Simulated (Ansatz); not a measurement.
# SeN radical: one species, many methods

How much do the methods differ for SeN radical? The plan is to run it at one geometry with functionals of several rungs and with coupled cluster, and see how far each lands from CCSD(T) at the basis-set limit for the atomisation energy.

Computed with Ansatz 0.2.0, Gaussian basis. Level: functionals in def2-TZVPP, the program's frozen cores in correlated methods.

Levels to be run: LDA (SPW92), PBE-D4, revPBE-D4, BLYP-D4, r2SCAN-D4, B97M-V, PBE0-D4, B3LYP-D4, r2SCANh-D4, r2SCAN0-D4, HSE06-D4, BHLYP-D4, CAM-B3LYP-D4, LC-ωPBE, ωB97X-V, ωB97M-V, B2PLYP, PBE-QIDH; CCSD(T)/def2-SVP; CCSD(T)/def2-TZVPP; CCSD(T)/def2-QZVPP; extrapolation to the limit; RPA on PBE.

## Step 1: The geometry

An earlier PBE0-D4 in a triple-zeta def2 set relaxation fixed the geometry.

SMILES `[N]=[Se]`, 2 atoms, charge 0, spin multiplicity 2.

Atoms are counted from 1 here; the program's logs count them from 0.

Bond lengths: N1–Se2 1.640 Å.

Coordinates:

```
N    -0.6968    0.2495   -0.3529
Se    0.6968   -0.2495    0.3529
```

## Step 2: LDA

This LDA is Slater exchange with PW92 correlation.

File in.yaml:

```yaml
crystal:
  periodic: [false, false, false]
  atoms:
    - {symbol: N, position_ang: [-0.696767, 0.249507, -0.352915]}
    - {symbol: Se, position_ang: [0.696767, -0.249507, 0.352915]}
basis:
  gaussian: {orbitals: def2-TZVPP}
magnetization: {spin_polarized: true, initial_magnetization: 1}
hamiltonian: {xc: lda}
output: {orbitals: {seedname: orbitals}}
```

On the command line:

```sh
> ansatz run in.yaml --threads 2 --pin off --events-out ev --progress --plain --max-ram 32768MiB --backend cpu
```

Further steps of the session: PBE-D4 (GGA); revPBE-D4 (GGA); BLYP-D4 (GGA); r2SCAN-D4 (meta-GGA); B97M-V (meta-GGA); PBE0-D4 (hybrid); B3LYP-D4 (hybrid); r2SCANh-D4 (hybrid); r2SCAN0-D4 (hybrid); HSE06-D4 (hybrid); BHLYP-D4 (hybrid); CAM-B3LYP-D4 (range-separated); LC-ωPBE (range-separated); ωB97X-V (range-separated); ωB97M-V (range-separated); B2PLYP (double hybrid); PBE-QIDH (double hybrid); CCSD(T) in def2-SVP; CCSD(T) in def2-TZVPP; CCSD(T) in def2-QZVPP; RPA on PBE orbitals.

**Question.** What will the summary of the whole plan be? Wanted: atomisation energy, CCSD(T)/CBS; farthest beyond LDA; mean size of error, GGA; mean size of error, meta-GGA; mean size of error, hybrid; mean size of error, range-separated; mean size of error, double hybrid; gap, smallest and largest; T1 diagnostic.

The runs gave:

| quantity | value |
| --- | --- |
| atomisation energy, CCSD(T)/CBS | 360.3 kJ/mol |
| functionals within 3.6 kJ/mol (1.0 %) | B97M-V, PBE0-D4, HSE06-D4, ωB97X-V |
| farthest beyond LDA | PBE-D4 (+74.8 kJ/mol) |
| mean size of error, GGA | 62.9 kJ/mol |
| mean size of error, meta-GGA | 2.7 kJ/mol |
| mean size of error, hybrid | 26.9 kJ/mol |
| mean size of error, range-separated | 13.0 kJ/mol |
| mean size of error, double hybrid | 30.2 kJ/mol |
| gap, smallest and largest | -0.08 eV (LDA (SPW92)), 7.53 eV (LC-ωPBE) |
| T1 diagnostic | 0.0663 |
| triples share of the correlation energy | 5.0 % |

**Reading.** The LDA atomisation energy is off by 157.4 kJ/mol (44 %): it overbinds. PBE-D4 misses by +74.8 kJ/mol. Double hybrids carry the basis error of their MP2 part in triple zeta, and no dispersion term here, so their miss is partly the set-up's. By mean error the best rung here is meta-GGA (2.7 kJ/mol) and the worst beyond LDA is GGA (62.9 kJ/mol). RPA and LDA stand outside this count. The reference freezes the cores and leaves out relativity and excitations past (T), and its outer-core shells are covered unevenly, so misses under about 3.6 kJ/mol can't be ranked. All levels share the lack of spin-orbit coupling, which lowers the free heavy atoms and so the true binding. Hartree-Fock recovers 10 % of the binding; the rest is correlation. CCSD(T) in def2-SVP is off by -79.8 kJ/mol, so the small basis spoils what the method gains. The gap grows from -0.1 to 7.5 eV across the functionals, mostly with the share of exact exchange. A negative gap means that an empty level lies below a filled one: whole occupations of an open shell aren't an aufbau state there. The T1 diagnostic, 0.066, is a little above the customary 0.045. The UHF reference is spin-contaminated (⟨S²⟩ = 1.37 against 0.75). Correlated methods include outer-core shells of Se, which these sets cover unevenly.
